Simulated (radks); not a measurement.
**The Coulomb parameter U of the 5d shell of Hf**

Aim: U as the second difference [E(n + 0.25) + E(n − 0.25) − 2E(n)]/0.25², with all orbitals relaxed. Bare: the atom's charge changes with n. Screened: the 6p shell takes up the change. The start is a model configuration, not necessarily the ground state.

The numbers are computed with radks (a radial shooting solver on a logarithmic mesh, Libxc functionals) version 1 (scalar-relativistic Kohn-Sham, PBE, spin-unpolarised, spherical densities, finite nucleus), except any that are marked as measured or tabulated.

## Step 1: The system

```
element            : hafnium (Z = 72)
charge             : 0
electrons          : 72
configuration      : [Xe] 4f14 5d0.5 6s2 6p1.5
nuclear rms radius : 5.347 fm
```

## Step 2: Start: [Xe] 4f14 5d0.5 6s2 6p1.5

Settings of this run:

```text
Z 72
configuration [Xe] 4f14 5d0.5 6s2 6p1.5
relativity scalar-relativistic
functional pbe,pbe
spin unpolarised
nucleus finite rms 5.347 fm
c 137.035999084
```

## Step 3: Bare +0.25: [Xe] 4f14 5d0.75 6s2 6p1.5

Settings of this run:

```text
Z 72
configuration [Xe] 4f14 5d0.75 6s2 6p1.5
relativity scalar-relativistic
functional pbe,pbe
spin unpolarised
nucleus finite rms 5.347 fm
c 137.035999084
```

## Step 4: Bare -0.25: [Xe] 4f14 5d0.25 6s2 6p1.5

Settings of this run:

```text
Z 72
configuration [Xe] 4f14 5d0.25 6s2 6p1.5
relativity scalar-relativistic
functional pbe,pbe
spin unpolarised
nucleus finite rms 5.347 fm
c 137.035999084
```

## Step 5: Screened +0.25: [Xe] 4f14 5d0.75 6s2 6p1.25

Settings of this run:

```text
Z 72
configuration [Xe] 4f14 5d0.75 6s2 6p1.25
relativity scalar-relativistic
functional pbe,pbe
spin unpolarised
nucleus finite rms 5.347 fm
c 137.035999084
```

## Step 6: Screened -0.25: [Xe] 4f14 5d0.25 6s2 6p1.75

Settings of this run:

```text
Z 72
configuration [Xe] 4f14 5d0.25 6s2 6p1.75
relativity scalar-relativistic
functional pbe,pbe
spin unpolarised
nucleus finite rms 5.347 fm
c 137.035999084
```

Before running it: what results should come out?

**Answer**, as computed:

```csv
quantity,value (eV)
"U, bare",7.738
"U, screened by 6p",1.638
"F0(5d,5d), frozen orbitals",11.448
```

In words: Relaxing the orbitals brings U down to 68 % of the Slater integral F0. Letting 6p compensate leaves 21 % of the bare value; this second difference measures U(5d,5d) + U(6p,6p) − 2U(5d,6p). The step up makes a negative ion, whose loosely bound charge lowers the bare value. A solid screens further than the bare atom, so the bare value is an upper guide for the U of a crystal.
